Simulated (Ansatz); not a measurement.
# Ba3MgB2O: the cost of one run

Program: Ansatz 0.2.0. Level of theory: DFT PBE, scalar-relativistic, plane waves, PAW. These are calculated values, not measurements.

## Step 1: The system as given

It takes space group R-3m (No. 166, trigonal). Conventional cell: a = 5.851 Å, b = 5.851 Å, c = 14.271 Å, α = 90.00°, β = 90.00°, γ = 120.00°. Ba (site symmetry 2/m) is surrounded by 2 B at 2.36 Å and 2 O at 2.92 Å. Around Mg (site symmetry -3m) lie 6 Ba at 2.93 Å and 2 B at 3.12 Å. B (site symmetry 3m) has 3 Ba at 2.36 Å and 1 Mg at 3.12 Å in its first shell of neighbours. Around O (site symmetry -3m) lie 6 Ba at 2.92 Å.

As a file:

```cif
data_structure
_symmetry_space_group_name_H-M 'P 1'
_symmetry_Int_Tables_number 1
_cell_length_a 5.8346
_cell_length_b 5.8346
_cell_length_c 5.8346
_cell_angle_alpha 60.189
_cell_angle_beta 60.189
_cell_angle_gamma 60.189
_cell_volume 141.04
loop_
_atom_site_label
_atom_site_type_symbol
_atom_site_fract_x
_atom_site_fract_y
_atom_site_fract_z
_atom_site_occupancy
Ba1 Ba 0.50000 0.50000 0.00000 1
Ba2 Ba 0.00000 0.50000 0.50000 1
Ba3 Ba 0.50000 0.00000 0.50000 1
Mg1 Mg 0.00000 0.00000 0.00000 1
B1 B 0.78173 0.78173 0.78173 1
B2 B 0.21827 0.21827 0.21827 1
O1 O 0.50000 0.50000 0.50000 1
```

The cell is invented: species swapped into a database cell of InRh3PbS2 (R-3m, No. 166), with Mg on the In sites, Ba on the Rh sites, O on the Pb sites and B on the S sites. Its size is a rough estimate.

## Step 2: A first look at the guess

input.yaml reads:

```yaml
crystal:
  lattice:
    - [2.92558431, 1.68908689, 4.75709231]
    - [-2.92558431, 1.68908689, 4.75709231]
    - [0.0, -3.37817378, 4.75709231]
  atoms:
    - { symbol: Ba, position: [0.5, 0.5, 0.0] }
    - { symbol: Ba, position: [0.0, 0.5, 0.5] }
    - { symbol: Ba, position: [0.5, 0.0, 0.5] }
    - { symbol: Mg, position: [0.0, 0.0, 0.0] }
    - { symbol: B, position: [0.781726, 0.781726, 0.781726] }
    - { symbol: B, position: [0.218274, 0.218274, 0.218274] }
    - { symbol: O, position: [0.5, 0.5, 0.5] }
basis:
  ecutwfc: 420
kpoints:
  mp_grid: { grid: [6, 6, 6] }
hamiltonian:
  xc: pbe
scf:
  occupations: { method: gaussian, width: 0.1 }
  lower_state_search: "off"
output:
  forces: true
  stress: true
  eigenvalues: true
```

Run with:

```sh
$ ansatz run input.yaml --threads 1 --pin off --max-ram 2560MiB --backend cpu --events-out ev --progress --plain --runs-dir out
```

Q: Estimate wall time and peak memory on 1 thread of Intel Xeon Platinum 8375C at 2.90GHz (Ice Lake), shared host.

About 8 s, with a peak of 0.48 GiB.
